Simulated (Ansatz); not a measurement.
**CH5Sb (SMILES [CH3][SbH2]): single points off equilibrium**

One table from this session's results is given with a row withheld; the runs are named, their logs left out.

Method: single points in def2-TZVPP; program: Ansatz 0.2.0, Gaussian basis.

Cores are frozen in the correlated methods. Filled d shells of the heavier atoms are correlated. Core potentials replace the inner electrons past krypton, and spin-orbit coupling is left out.

## The starting structure

SMILES `[CH3][SbH2]`, 7 atoms, charge 0, spin multiplicity 1.

Atoms are counted from 1 here; the program's logs count them from 0.

Bond lengths: C1–Sb2 2.163 Å, C1–H3 1.084 Å, C1–H4 1.059 Å, C1–H5 1.091 Å, Sb2–H6 1.710 Å, Sb2–H7 1.705 Å. Angles: Sb2–C1–H3 109.6°, Sb2–C1–H4 110.3°, Sb2–C1–H5 109.9°, H3–C1–H4 109.3°, H3–C1–H5 107.0°, H4–C1–H5 110.7°, C1–Sb2–H6 92.5°, C1–Sb2–H7 92.6°, H6–Sb2–H7 87.4°.

Geometry (Å):

```tsv
atom	x (Å)	y (Å)	z (Å)
C1	-0.6197	-0.4799	-0.3878
Sb2	0.6566	0.1658	1.2354
H3	-0.4339	-1.5254	-0.6032
H4	-1.6383	-0.3520	-0.1274
H5	-0.3809	0.0795	-1.2932
H6	0.4291	1.8174	0.8551
H7	2.0385	0.2065	0.2375
```

The first run:

run/in.yaml reads:

```yaml
crystal:
  periodic: [false, false, false]
  atoms:
    - {symbol: C, position_ang: [-0.619700, -0.479900, -0.387800]}
    - {symbol: Sb, position_ang: [0.656600, 0.165800, 1.235400]}
    - {symbol: H, position_ang: [-0.433900, -1.525400, -0.603200]}
    - {symbol: H, position_ang: [-1.638300, -0.352000, -0.127400]}
    - {symbol: H, position_ang: [-0.380900, 0.079500, -1.293200]}
    - {symbol: H, position_ang: [0.429100, 1.817400, 0.855100]}
    - {symbol: H, position_ang: [2.038500, 0.206500, 0.237500]}
basis:
  gaussian: {orbitals: def2-TZVPP}
correlation: {method: ccsd_t}
output: {forces: true}
```

The command line of these runs was not kept.

Steps of the session up to this table: CCSD(T)/def2-TZVPP; PBE0-D4/def2-TZVPP; wB97M-V/def2-TZVPP; r2SCAN-D4/def2-TZVPP; PBE-D4/def2-TZVPP; BHLYP-D4/def2-TZVPP; r2SCANh-D4/def2-TZVPP.

One of the session's tables, all rows but one given; the rest of the session is left out.

```
    method  RMS force component (eV/Å)  angle to CCSD(T) forces (°)  dipole (D)
   CCSD(T)                       0.373                    reference        0.69
   PBE0-D4                       0.366                         10.7        0.73
   wB97M-V                       0.366                          5.7        0.69
 r2SCAN-D4                           ?                            ?           ?
    PBE-D4                       0.416                         30.2        0.74
  BHLYP-D4                       0.346                         19.6        0.72
r2SCANh-D4                       0.352                          9.7        0.76
```

**Question.** Estimate the row for r2SCAN-D4.

**Answer.** RMS force component (eV/Å): 0.358; angle to CCSD(T) forces (°): 14.2; dipole (D): 0.77. In the column «RMS force component (eV/Å)» it lies between r2SCANh-D4 (0.352) and PBE0-D4 (0.366).
